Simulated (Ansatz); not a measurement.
The system is NaLaMnMoO6.

```
Na La Mn Mo O
1.0
     4.72242   -2.73688    0.00204
     4.72242    2.73688    0.00204
    -3.17796    0.00000    4.47000
Na La Mn Mo O
1 1 1 1 6
Direct
  0.25021 0.25021 0.74459
  0.75117 0.75117 0.25707
  0.49918 0.49918 0.49917
  0.00110 0.00110 0.00114
  0.28503 0.78106 0.28520
  0.78106 0.28503 0.28520
  0.25187 0.25187 0.18775
  0.74777 0.74777 0.81124
  0.21883 0.71407 0.71525
  0.71407 0.21883 0.71525
```

The cell was built by a generator and needn't be a form met in nature.

- Program: Ansatz 0.2.0
- Task: single point
- Functional: PBE
- Potentials or basis: Ansatz PAW
- Cutoff: 420 eV (not typed: the program's choice for these potentials)
- k mesh: 6 × 6 × 6
- Occupations: fermi-dirac, width 0.05 eV
- Spin: collinear spin, ferromagnetic start
- Starting moments: [0.0, 0.0, 4.0, 1.0, 0.0, 0.0, 0.0, 0.0, 0.0, 0.0] μB

On this cell: pressure 0.3 GPa; largest force 0.110 eV/Å; net moment 1.95 μB per cell; site moments Na +0.00; La -0.01; Mn +2.22; Mo -0.37; O +0.01, +0.02 μB; band gap on the k mesh none (metal or under the smearing width).

The same run follows on a disturbed copy (atoms moved at random, drawn with an rms of 0.05 Å):

```xyz
10
Lattice="4.7224 -2.7369 0.0020 4.7224 2.7369 0.0020 -3.1780 0.0000 4.4700" Properties=species:S:1:pos:R:3 pbc="T T T"
Na    0.0079    0.0314    3.2959
La    6.2402   -0.0160    1.1721
Mn    3.0985    0.0056    2.2152
Mo    0.0219   -0.0032    0.0339
O     4.1362    1.3516    1.2660
O     4.1098   -1.3617    1.2977
O     1.7629   -0.0127    0.8485
O     4.4519    0.0080    3.5920
O     2.1437    1.3635    3.2148
O     2.1747   -1.3388    3.1992
```

Task: What does the disturbed cell give?

Result: The energy (extrapolated to zero smearing) moves by +9.4 meV/atom; pressure -0.2 GPa; largest force 1.309 eV/Å; net moment 1.64 μB per cell; site moments Na +0.00; La -0.01; Mn +2.04; Mo -0.42; O +0.00, +0.01 μB; band gap on the k mesh none (metal or under the smearing width).

Forces on the atoms (eV/Å):
```
Na  -0.078 -0.063  0.124
La   0.283  0.130 -0.166
Mn   0.509 -0.067  0.479
Mo  -0.794  0.303 -0.996
O   -0.262 -0.041  0.040
O    0.087 -0.089 -0.279
O    0.204  0.135  0.117
O    0.690  0.049  0.609
O   -0.137 -0.005 -0.218
O   -0.502 -0.352  0.289
```

Stress tensor (GPa, compression positive):
```
-0.14  0.02  0.82
 0.02  0.54 -0.05
 0.82 -0.05 -0.92
```

Caveats: a cell with one magnetic atom can't hold antiferromagnetic order, which such compounds often take; semilocal functionals often make such compounds metallic where correlation or magnetic order opens a gap, which also shifts bond lengths; the starting moments weren't kept.
